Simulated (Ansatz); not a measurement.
# ZrO: vertical ionisation energy

The task here is to estimate one member of a computed series from the others.

Computed with Ansatz 0.2.0, Gaussian basis. Level: unrestricted cation, the program's frozen cores in correlated methods.

The runs, in order: UKS PBE-D4/def2-TZVPP; UKS r2SCAN-D4/def2-TZVPP; UKS PBE0-D4/def2-TZVPP; UKS B3LYP-D4/def2-TZVPP; UKS wB97X-V/def2-TZVPP; UKS wB97M-V/def2-TZVPP; UKS B2PLYP/def2-TZVPP; UHF-CCSD(T)/def2-TZVPP; UHF-CCSD(T)/def2-QZVPP; extrapolation to the limit; then −ε(HOMO) from the neutral's earlier runs with LDA (SPW92), PBE-D4, revPBE-D4, BLYP-D4, r2SCAN-D4, B97M-V, PBE0-D4, B3LYP-D4, r2SCANh-D4, r2SCAN0-D4, HSE06-D4, BHLYP-D4, CAM-B3LYP-D4, LC-ωPBE, ωB97X-V, ωB97M-V.

## The relaxed structure

The geometry comes from an earlier relaxation with PBE0-D4 in a triple-zeta def2 set; it is a stationary point. Zr takes the def2 core potential; no spin-orbit term is included.

SMILES `[O]=[Zr]`, 2 atoms, charge 0, spin multiplicity 1.

Atoms are counted from 1 here; the program's logs count them from 0.

Bond lengths: O1–Zr2 1.704 Å.

Set-up of the first run:

Contents of in.yaml:

```yaml
crystal:
  periodic: [false, false, false]
  atoms:
    - {symbol: O, position_ang: [-0.724058, 0.257855, -0.367090]}
    - {symbol: Zr, position_ang: [0.724058, -0.257855, 0.367090]}
basis:
  gaussian: {orbitals: def2-TZVPP}
total_charge: 1
magnetization: {spin_polarized: true, initial_magnetization: 1}
hamiltonian: {xc: pbe, dispersion: d4}
```

Launch:

```bash
> ansatz run in.yaml --threads 2 --pin off --events-out ev --progress --plain --max-ram 32768MiB --backend cpu
```

Steps of the session up to this table: Cation, UKS PBE-D4/def2-TZVPP; Cation, UKS r2SCAN-D4/def2-TZVPP; Cation, UKS PBE0-D4/def2-TZVPP; Cation, UKS B3LYP-D4/def2-TZVPP; Cation, UKS wB97X-V/def2-TZVPP; Cation, UKS wB97M-V/def2-TZVPP; Cation, UKS B2PLYP (frozen core)/def2-TZVPP; Cation, UHF-CCSD(T)/def2-TZVPP; Cation, UHF-CCSD(T)/def2-QZVPP.

One of the session's tables, all rows but one given; the rest of the session is left out.

It belongs to the step «Ionisation energies side by side». For comparison, −ε(HOMO) of the neutral from earlier runs:

```
  functional  −ε(HOMO) (eV)
 LDA (SPW92)           4.75
      PBE-D4           4.58
   revPBE-D4           4.52
     BLYP-D4           4.46
   r2SCAN-D4           4.70
      B97M-V           4.49
     PBE0-D4           5.30
    B3LYP-D4           5.18
  r2SCANh-D4           4.97
  r2SCAN0-D4              ?
    HSE06-D4           4.91
    BHLYP-D4           5.90
CAM-B3LYP-D4           6.31
     LC-ωPBE           7.25
     ωB97X-V           7.07
     ωB97M-V           7.07
```

**Question.** Estimate the row for r2SCAN0-D4.

Worked estimate for «−ε(HOMO) (eV)». Against the share of exact exchange, r2SCAN-D4 (0, 4.70), r2SCANh-D4 (0.1, 4.97) give a slope of 2.70 per unit share; at 0.25 the line stands at 5.37.

As computed: −ε(HOMO) (eV): 5.38. In «−ε(HOMO) (eV)» the line misses by -0.01.

Caveats from the session: The cation may have settled in a state other than its lowest; no search over hole states beyond the program's own was made.
